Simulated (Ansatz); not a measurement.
# SnC2: the cost of one run

Program: Ansatz 0.2.0. Level of theory: DFT PBE, scalar-relativistic, plane waves, PAW. These are calculated values, not measurements.

## Step 1: The starting structure

Symmetry: I4_1/amd, No. 141, tetragonal system. Conventional cell: a = 3.972 Å, b = 3.972 Å, c = 9.578 Å, α = 90.00°, β = 90.00°, γ = 90.00°. Sn (site symmetry -4m2) is surrounded by 6 C at 2.02 to 2.04 Å. C (site symmetry 2mm) is surrounded by 3 Sn at 2.02 to 2.04 Å.

Structure file:

```cif
data_structure
_symmetry_space_group_name_H-M 'I4_1/amd:1'
_symmetry_Int_Tables_number 141
_cell_length_a 3.9716
_cell_length_b 3.9716
_cell_length_c 9.5776
_cell_angle_alpha 90.000
_cell_angle_beta 90.000
_cell_angle_gamma 90.000
_cell_volume 151.07
loop_
_atom_site_label
_atom_site_type_symbol
_atom_site_symmetry_multiplicity
_atom_site_Wyckoff_symbol
_atom_site_fract_x
_atom_site_fract_y
_atom_site_fract_z
_atom_site_occupancy
Sn1 Sn 4 a 0.00000 0.00000 0.00000 1
C1 C 8 e 0.50000 0.50000 0.28721 1
```

A structure generator made this guess: 3-, 6-connected net, elements by coordination (I4_1/amd, No. 141). Its size is a rough estimate.

## Step 2: Probe: one point on a coarse mesh

input.yaml reads:

```yaml
crystal:
  lattice:
    - [-1.98579345, 1.98579345, 4.78881662]
    - [1.98579345, -1.98579345, 4.78881662]
    - [1.98579345, 1.98579345, -4.78881662]
  atoms:
    - { symbol: Sn, position: [0.0, 0.0, 0.0] }
    - { symbol: Sn, position: [0.75, 0.25, 0.5] }
    - { symbol: C, position: [0.78721123, 0.78721123, 0.0] }
    - { symbol: C, position: [0.53721123, 0.03721123, 0.5] }
    - { symbol: C, position: [0.96278877, 0.46278877, 0.5] }
    - { symbol: C, position: [0.21278877, 0.21278877, 0.0] }
basis:
  ecutwfc: 420
kpoints:
  mp_grid: { grid: [6, 6, 6] }
hamiltonian:
  xc: pbe
scf:
  occupations: { method: gaussian, width: 0.1 }
  lower_state_search: "off"
output:
  forces: true
  stress: true
  eigenvalues: true
```

Run with:

```bash
$ ansatz run input.yaml --threads 1 --pin off --max-ram 2560MiB --backend cpu --events-out ev --progress --plain --runs-dir out
```

What time and memory should one allow on 1 thread of Arm Neoverse V1, shared host?

About 5.5 s, with a peak of 0.37 GiB.
